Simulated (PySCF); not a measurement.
# TlH: other functionals and bases at one geometry

One table from this session's results is given with a row withheld; the runs are named, their logs left out.

Computed with PySCF 2.14.0. Level: several levels, as the steps say, no spin–orbit coupling.

4 further runs of the same task are left out: 2 for a known fault of the program, 1 that didn't finish, 1 set aside as unsound or not needed. Runs told in other sessions of the task aren't counted.

### The system as given

2 atoms, charge 0, spin multiplicity 1.

Bond lengths: Tl1–H2 1.921 Å.

As a file:

```xyz
2
charge 0, multiplicity 1
Tl    0.0000    0.0000    0.1882
H     0.0000    0.0000    2.1091
```

Formal oxidation states: Tl +1. An earlier session relaxed this geometry at r2SCAN, Tl def2-SVP with ECP60, H def2-SVP (singlet, point group C∞v).

At r2SCAN on the finer grid: E = -173.166307 Eh, HOMO -4.93 eV, LUMO -2.00 eV, Mulliken charge on Tl1 +0.23 e, largest force component 0.002 eV/Å. 

Levels to run: B3LYP; M06-L; PBE0; BLYP; r2SCAN, TZVP; r2SCAN, x2c-SVP. Hardware: 2 threads of Intel Xeon Platinum 8488C (Sapphire Rapids), shared host.

The first run:

The input, run.py (the lines that set the calculation):

```python
mol = gto.M(atom='''
Tl     0.00000     0.00000     0.18822
H      0.00000     0.00000     2.10908''',
    basis={'Tl': 'def2-SVP', 'H': 'def2-SVP'},
    ecp={'Tl': 'def2-SVP'},
    charge=0, spin=0)
mf = dft.RKS(mol, xc='B3LYP')
mf.grids.atom_grid = (75, 302)
mf = mf.density_fit()  # fitting sets: Tl def2-universal-JKFIT, H def2-universal-JKFIT
mf.conv_tol = 1e-08; mf.max_cycle = 55
mf.kernel(dm0)  # dm0: the density of the relaxed state
```

Launch:

```sh
> OMP_NUM_THREADS=2 python run.py
```

Steps of the session up to this table: B3LYP; M06-L; PBE0; BLYP; r2SCAN, TZVP; r2SCAN, x2c-SVP.

One table of the session follows, with a row left open; its other results are not shown here.

```
                level  HOMO (eV)  gap (eV)  charge on Tl1 (e)  dipole (D)  largest force component (eV/Å)
r2SCAN (relaxed here)      -4.93      2.93               0.23        1.26                            0.00
                B3LYP      -5.54      3.64               0.21        1.26                            0.09
                M06-L      -4.77      2.96               0.30        1.51                            0.22
                 PBE0      -5.67      4.06               0.21        1.25                            0.02
                 BLYP      -4.63      2.32               0.19        1.23                            0.25
         r2SCAN, TZVP      -4.98      2.96               0.24        1.47                            0.12
      r2SCAN, x2c-SVP          ?         ?                  ?           ?                               ?
```

Q: Estimate the row for r2SCAN, x2c-SVP from the others.

As computed: HOMO (eV): -4.95; gap (eV): 2.96; charge on Tl1 (e): 0.25; dipole (D): 1.38; largest force component (eV/Å): 0.16. In the column «HOMO (eV)» it lies between r2SCAN, TZVP (-4.98) and r2SCAN (relaxed here) (-4.93).

In one basis the HOMO–LUMO gap runs from 2.32 eV (BLYP) to 4.06 eV (PBE0). The largest leftover force, 0.25 eV/Å with BLYP, stands at a geometry relaxed at another level. Total energies of different levels can't be compared.
